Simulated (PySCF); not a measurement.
**A gas-phase reaction: BH4NO2 + CuH2N → BCuH3NO2 + H3N**

Aim: the reaction energy of `NB(O)O` + `[NH2][Cu]` → `OB(O)[NH][Cu]` + `N`.

Programs: PySCF 2.14.0. All values are calculated, for the isolated system unless a continuum is named. Atoms count from 0, parts from 1.

## 1. Starting point

Each species was relaxed by itself at PBE0-D3(BJ)/def2-SVPD.

## 2. Reaction energy: wB97M-D3(BJ)/def2-TZVPD

The job: settings as JSON, then the geometry in Å.

```
{"job": {"kind": "react", "xc": "wB97M-D3(BJ)", "basis": "def2-TZVPD"}, "charge": 0, "multiplicity": 1}
-1 BH4NO2 charge 0 multiplicity 1
N     -0.804300    -0.820490     0.131970
B      0.259620     0.092590    -0.047160
O      1.515520    -0.405080    -0.280700
O      0.111080     1.462090    -0.001320
H     -1.760900    -0.563830     0.308590
H     -0.644850    -1.814560     0.088340
H      2.163780     0.293690    -0.389600
H     -0.779480     1.773300     0.162700

-1 CuH2N charge 0 multiplicity 1
N     -0.083780     0.376600    -0.026460
Cu     0.061000    -0.747720     1.395110
H     -0.830490     0.044390    -0.640230
H      0.766790     0.314590    -0.589730

+1 BCuH3NO2 charge 0 multiplicity 1
O     -0.703300     0.899290     0.896960
B      0.147690    -0.028510     0.306390
O      1.088840    -0.600320     1.139050
N      0.084150    -0.388720    -1.053650
Cu    -1.049520     0.214680    -2.325320
H     -1.332660     1.261440     0.271750
H      1.015400    -0.261800     2.033960
H      0.763640    -1.077140    -1.355140

+1 H3N charge 0 multiplicity 1
N     -0.000260    -0.000690     0.284410
H      0.909420    -0.267090    -0.080780
H     -0.679440    -0.649100    -0.103090
H     -0.215880     0.918030    -0.091520
```

Level: wB97M-D3(BJ)/def2-TZVPD reaction energy of separated species, gas phase.

Command:

```sh
$ OMP_NUM_THREADS=1 python cluster_run.py task.json out
```

One launch serves the whole session: the jobs run in the order shown.

Standard output:

```text
species 1 (BH4NO2)
coarse grid: 30552 points
cycle   1  E = -232.6295550002  dE =  5.726e-01  |g| = 8.493e-01  |ddm| = 2.028e+00
cycle   2  E = -232.6461826340  dE = -1.663e-02  |g| = 8.746e-01  |ddm| = 1.364e+00
cycle   3  E = -232.7669177456  dE = -1.207e-01  |g| = 5.152e-02  |ddm| = 6.401e-01
cycle   4  E = -232.7674042246  dE = -4.865e-04  |g| = 2.883e-02  |ddm| = 6.101e-02
cycle   5  E = -232.7675714076  dE = -1.672e-04  |g| = 8.023e-03  |ddm| = 2.349e-02
cycle   6  E = -232.7675858153  dE = -1.441e-05  |g| = 7.928e-04  |ddm| = 7.966e-03
cycle   7  E = -232.7675861898  dE = -3.745e-07  |g| = 2.812e-04  |ddm| = 2.088e-03
final grid: 66104 points
cycle   8  E = -232.7675911949  dE = -4.559e-08  |g| = 2.120e-04  |ddm| = 5.078e-03
cycle   9  E = -232.7675911970  dE = -2.117e-09  |g| = 2.196e-04  |ddm| = 7.375e-04
cycle  10  E = -232.7675912048  dE = -7.843e-09  |g| = 2.001e-05  |ddm| = 1.344e-04
cycle  11  E = -232.7675912050  dE = -1.795e-10  |g| = 1.067e-05  |ddm| = 7.965e-05
converged SCF energy = -232.7675912050

species 2 (CuH2N)
coarse grid: 17504 points
cycle   1  E = -1696.0773394295  dE = -3.883e-02  |g| = 2.300e+00  |ddm| = 1.568e+00
cycle   2  E = -1695.1517317945  dE =  9.256e-01  |g| = 4.155e+00  |ddm| = 1.915e+00
cycle   3  E = -1696.5170905787  dE = -1.365e+00  |g| = 2.051e-01  |ddm| = 1.173e+00
cycle   4  E = -1696.5217967024  dE = -4.706e-03  |g| = 4.601e-02  |ddm| = 1.338e-01
cycle   5  E = -1696.5220618279  dE = -2.651e-04  |g| = 2.234e-02  |ddm| = 3.916e-02
cycle   6  E = -1696.5222015903  dE = -1.398e-04  |g| = 4.792e-03  |ddm| = 2.298e-02
cycle   7  E = -1696.5222351832  dE = -3.359e-05  |g| = 2.469e-03  |ddm| = 2.026e-02
cycle   8  E = -1696.5222403714  dE = -5.188e-06  |g| = 9.310e-04  |ddm| = 7.167e-03
final grid: 34776 points
cycle   9  E = -1696.5221928864  dE = -7.309e-07  |g| = 1.286e-03  |ddm| = 2.149e-03
cycle  10  E = -1696.5221927358  dE =  1.507e-07  |g| = 3.075e-03  |ddm| = 1.744e-03
cycle  11  E = -1696.5221934426  dE = -7.068e-07  |g| = 3.707e-04  |ddm| = 7.368e-04
cycle  12  E = -1696.5221937171  dE = -2.745e-07  |g| = 1.031e-04  |ddm| = 2.243e-03
cycle  13  E = -1696.5221937270  dE = -9.993e-09  |g| = 4.857e-05  |ddm| = 3.699e-04
cycle  14  E = -1696.5221937284  dE = -1.355e-09  |g| = 1.942e-05  |ddm| = 1.065e-04
cycle  15  E = -1696.5221937288  dE = -4.065e-10  |g| = 3.743e-06  |ddm| = 7.336e-05
converged SCF energy = -1696.5221937288

species 3 (BCuH3NO2)
coarse grid: 35520 points
cycle   1  E = -1872.1048672109  dE =  7.023e-01  |g| = 2.504e+00  |ddm| = 2.715e+00
cycle   2  E = -1871.1956758880  dE =  9.092e-01  |g| = 4.327e+00  |ddm| = 1.279e+01
cycle   3  E = -1872.6905386130  dE = -1.495e+00  |g| = 2.595e-01  |ddm| = 9.137e+00
cycle   4  E = -1872.6992788420  dE = -8.740e-03  |g| = 1.179e-01  |ddm| = 1.058e+00
cycle   5  E = -1872.7013828943  dE = -2.104e-03  |g| = 3.283e-02  |ddm| = 2.319e-01
cycle   6  E = -1872.7016046433  dE = -2.217e-04  |g| = 5.504e-03  |ddm| = 5.981e-02
cycle   7  E = -1872.7016364752  dE = -3.183e-05  |g| = 3.779e-03  |ddm| = 3.862e-02
cycle   8  E = -1872.7016439335  dE = -7.458e-06  |g| = 1.445e-03  |ddm| = 1.133e-02
final grid: 73776 points
cycle   9  E = -1872.7016356236  dE = -1.941e-06  |g| = 1.678e-03  |ddm| = 9.578e-03
cycle  10  E = -1872.7016360681  dE = -4.445e-07  |g| = 2.887e-03  |ddm| = 4.606e-03
cycle  11  E = -1872.7016370290  dE = -9.609e-07  |g| = 5.500e-04  |ddm| = 3.808e-03
cycle  12  E = -1872.7016372858  dE = -2.568e-07  |g| = 5.794e-04  |ddm| = 1.897e-03
cycle  13  E = -1872.7016376931  dE = -4.073e-07  |g| = 1.064e-04  |ddm| = 5.552e-03
cycle  14  E = -1872.7016377013  dE = -8.242e-09  |g| = 5.174e-05  |ddm| = 5.373e-04
cycle  15  E = -1872.7016377036  dE = -2.303e-09  |g| = 1.639e-05  |ddm| = 2.615e-04
cycle  16  E = -1872.7016377039  dE = -2.469e-10  |g| = 3.893e-06  |ddm| = 6.974e-05
converged SCF energy = -1872.7016377039

species 4 (H3N)
coarse grid: 12536 points
cycle   1  E = -56.5694047026  dE = -1.294e-01  |g| = 3.023e-01  |ddm| = 1.089e+00
cycle   2  E = -56.5779586863  dE = -8.554e-03  |g| = 2.716e-01  |ddm| = 2.675e-01
cycle   3  E = -56.5918802504  dE = -1.392e-02  |g| = 2.124e-02  |ddm| = 1.115e-01
cycle   4  E = -56.5919858420  dE = -1.056e-04  |g| = 5.194e-03  |ddm| = 1.727e-02
cycle   5  E = -56.5919969783  dE = -1.114e-05  |g| = 7.323e-04  |ddm| = 8.710e-03
cycle   6  E = -56.5919973934  dE = -4.151e-07  |g| = 1.111e-04  |ddm| = 3.174e-03
final grid: 27112 points
cycle   7  E = -56.5919844518  dE = -1.747e-08  |g| = 6.561e-05  |ddm| = 8.982e-04
cycle   8  E = -56.5919844540  dE = -2.205e-09  |g| = 5.301e-05  |ddm| = 2.837e-04
cycle   9  E = -56.5919844547  dE = -6.834e-10  |g| = 1.264e-05  |ddm| = 5.636e-05
converged SCF energy = -56.5919844547

Reaction energy = -2.757 kcal/mol
```

Run time: 74 s. Hardware: 1 thread of Arm Neoverse N1, shared host; peak memory 0.8 GiB.

Species by species (with the dispersion term, which the log's SCF energies lack):

```csv
ν,species,energy (Eh),HOMO (eV)
-1,NB(O)O,-232.77392,-10.14
-1,[NH2][Cu],-1696.52456,-8.41
+1,OB(O)[NH][Cu],-1872.70929,-8.77
+1,N,-56.59358,-10.26
```

## 3. Energies of the species: PBE0-D3(BJ)/def2-TZVPD

Settings changed since step 2:

```diff
@@ -1,2 +1,2 @@
-{"job": {"kind": "react", "xc": "wB97M-D3(BJ)", "basis": "def2-TZVPD"}, "charge": 0, "multiplicity": 1}
+{"job": {"kind": "react", "xc": "PBE0", "basis": "def2-TZVPD", "disp": "d3bj"}, "charge": 0, "multiplicity": 1}
 -1 BH4NO2 charge 0 multiplicity 1
```

With the program's defaults for keys left out, this is: PBE0-D3(BJ)/def2-TZVPD reaction energy of separated species, gas phase.

Standard output:

```text
species 1 (BH4NO2)
coarse grid: 6800 points
cycle   1  E = -232.3072340772  dE =  5.259e-01  |g| = 9.209e-01  |ddm| = 2.054e+00
cycle   2  E = -232.1474693109  dE =  1.598e-01  |g| = 1.326e+00  |ddm| = 1.746e+00
cycle   3  E = -232.4603056826  dE = -3.128e-01  |g| = 7.920e-02  |ddm| = 1.108e+00
cycle   4  E = -232.4610030926  dE = -6.974e-04  |g| = 5.021e-02  |ddm| = 6.721e-02
cycle   5  E = -232.4614928726  dE = -4.898e-04  |g| = 5.363e-03  |ddm| = 2.559e-02
cycle   6  E = -232.4614980072  dE = -5.135e-06  |g| = 1.299e-03  |ddm| = 4.382e-03
final grid: 66104 points
cycle   7  E = -232.4548337315  dE = -5.492e-05  |g| = 7.534e-03  |ddm| = 9.477e-02
cycle   8  E = -232.4548208778  dE =  1.285e-05  |g| = 1.109e-02  |ddm| = 9.595e-03
cycle   9  E = -232.4548439366  dE = -2.306e-05  |g| = 4.421e-04  |ddm| = 5.869e-03
cycle  10  E = -232.4548439543  dE = -1.773e-08  |g| = 3.033e-04  |ddm| = 4.769e-04
cycle  11  E = -232.4548439702  dE = -1.591e-08  |g| = 3.337e-05  |ddm| = 2.020e-04
cycle  12  E = -232.4548439704  dE = -1.488e-10  |g| = 1.775e-05  |ddm| = 2.949e-05
converged SCF energy = -232.4548439704

species 2 (CuH2N)
coarse grid: 17504 points
cycle   1  E = -1694.9024492418  dE =  8.387e-01  |g| = 3.699e+00  |ddm| = 1.898e+00
cycle   2  E = -1690.8695597573  dE =  4.033e+00  |g| = 7.123e+00  |ddm| = 3.994e+00
cycle   3  E = -1695.9626052434  dE = -5.093e+00  |g| = 1.286e+00  |ddm| = 3.342e+00
cycle   4  E = -1695.5733057505  dE =  3.893e-01  |g| = 1.427e+00  |ddm| = 1.716e+00
cycle   5  E = -1696.1656057644  dE = -5.923e-01  |g| = 9.069e-02  |ddm| = 1.359e+00
cycle   6  E = -1696.1682231554  dE = -2.617e-03  |g| = 2.791e-02  |ddm| = 1.512e-01
cycle   7  E = -1696.1682966256  dE = -7.347e-05  |g| = 1.136e-02  |ddm| = 1.766e-02
cycle   8  E = -1696.1683113041  dE = -1.468e-05  |g| = 1.395e-03  |ddm| = 6.541e-03
cycle   9  E = -1696.1683118462  dE = -5.421e-07  |g| = 5.282e-04  |ddm| = 1.611e-03
final grid: 34776 points
cycle  10  E = -1696.1683275559  dE =  1.340e-07  |g| = 1.384e-03  |ddm| = 1.048e-03
cycle  11  E = -1696.1683263623  dE =  1.194e-06  |g| = 4.010e-03  |ddm| = 1.988e-03
cycle  12  E = -1696.1683277258  dE = -1.363e-06  |g| = 2.409e-04  |ddm| = 1.333e-03
cycle  13  E = -1696.1683277380  dE = -1.222e-08  |g| = 2.179e-05  |ddm| = 1.858e-04
cycle  14  E = -1696.1683277381  dE = -1.025e-10  |g| = 1.058e-05  |ddm| = 2.234e-05
converged SCF energy = -1696.1683277381

species 3 (BCuH3NO2)
coarse grid: 35520 points
cycle   1  E = -1870.5065597590  dE =  1.673e+00  |g| = 4.041e+00  |ddm| = 3.507e+00
cycle   2  E = -1857.8303532865  dE =  1.268e+01  |g| = 8.950e+00  |ddm| = 6.849e+01
cycle   3  E = -1871.4728341350  dE = -1.364e+01  |g| = 2.191e+00  |ddm| = 6.629e+01
cycle   4  E = -1871.9114039562  dE = -4.386e-01  |g| = 1.063e+00  |ddm| = 2.369e+00
cycle   5  E = -1872.0900408545  dE = -1.786e-01  |g| = 2.979e-01  |ddm| = 1.033e+00
cycle   6  E = -1872.1055105912  dE = -1.547e-02  |g| = 1.566e-01  |ddm| = 1.448e+00
cycle   7  E = -1872.1101469471  dE = -4.636e-03  |g| = 6.222e-02  |ddm| = 1.830e-01
cycle   8  E = -1872.1106709046  dE = -5.240e-04  |g| = 1.778e-02  |ddm| = 5.602e-02
cycle   9  E = -1872.1107202577  dE = -4.935e-05  |g| = 4.108e-03  |ddm| = 2.387e-02
cycle  10  E = -1872.1107228404  dE = -2.583e-06  |g| = 2.239e-03  |ddm| = 6.425e-03
final grid: 73776 points
cycle  11  E = -1872.1107773008  dE =  1.061e-06  |g| = 3.503e-03  |ddm| = 1.034e-02
cycle  12  E = -1872.1107730332  dE =  4.268e-06  |g| = 6.092e-03  |ddm| = 1.076e-02
cycle  13  E = -1872.1107794790  dE = -6.446e-06  |g| = 6.796e-04  |ddm| = 5.542e-03
cycle  14  E = -1872.1107795340  dE = -5.501e-08  |g| = 2.575e-04  |ddm| = 5.605e-04
cycle  15  E = -1872.1107795395  dE = -5.411e-09  |g| = 8.121e-05  |ddm| = 3.826e-04
cycle  16  E = -1872.1107795411  dE = -1.644e-09  |g| = 6.064e-05  |ddm| = 2.637e-04
cycle  17  E = -1872.1107795418  dE = -6.717e-10  |g| = 8.184e-06  |ddm| = 3.178e-04
converged SCF energy = -1872.1107795418

species 4 (H3N)
coarse grid: 2928 points
cycle   1  E = -56.4895183340  dE = -9.631e-02  |g| = 3.707e-01  |ddm| = 1.101e+00
cycle   2  E = -56.4630966649  dE =  2.642e-02  |g| = 5.179e-01  |ddm| = 4.421e-01
cycle   3  E = -56.5201998164  dE = -5.710e-02  |g| = 1.575e-02  |ddm| = 2.483e-01
cycle   4  E = -56.5202482870  dE = -4.847e-05  |g| = 3.353e-03  |ddm| = 8.634e-03
cycle   5  E = -56.5202504578  dE = -2.171e-06  |g| = 3.220e-04  |ddm| = 2.235e-03
final grid: 27112 points
cycle   6  E = -56.5150254830  dE = -1.141e-05  |g| = 5.661e-03  |ddm| = 1.617e-02
cycle   7  E = -56.5150199334  dE =  5.550e-06  |g| = 7.749e-03  |ddm| = 5.831e-03
cycle   8  E = -56.5150318938  dE = -1.196e-05  |g| = 1.430e-04  |ddm| = 3.504e-03
cycle   9  E = -56.5150318983  dE = -4.515e-09  |g| = 3.172e-05  |ddm| = 9.469e-05
cycle  10  E = -56.5150318986  dE = -2.948e-10  |g| = 3.532e-06  |ddm| = 2.999e-05
converged SCF energy = -56.5150318986

Reaction energy = -2.127 kcal/mol
```

Wall time 40 s (1 thread of Arm Neoverse N1, shared host); peak memory 0.72 GiB.

Reaction energy at this level: -2.13 kcal/mol.

## 4. Side by side

Energies in kcal/mol, with wall time:

```csv
run,reaction,time
wB97M-D3(BJ)/def2-TZVPD,-2.76,74 s
PBE0-D3(BJ)/def2-TZVPD,-2.13,40 s
```

## 5. What came out

| quantity | value |
| --- | --- |
| reaction energy (wB97M-D3(BJ)/def2-TZVPD) | -2.76 kcal/mol |
| ΔH, ΔG at 298 K (xTB thermal terms) | -2.2, -1.0 kcal/mol |
| range of the reaction energy over the runs of this table | -2.76 to -2.13 kcal/mol |

The reaction is exothermic by 2.2 kcal/mol in the gas phase; dispersion gives -0.35, and xTB itself gave -4.64 for the electronic energy (xTB energies and thermal terms come from the earlier relaxation of each species, not shown). No barrier was sought. The reaction energy runs from -2.76 (wB97M-D3(BJ)/def2-TZVPD) to -2.13 kcal/mol (PBE0-D3(BJ)/def2-TZVPD).
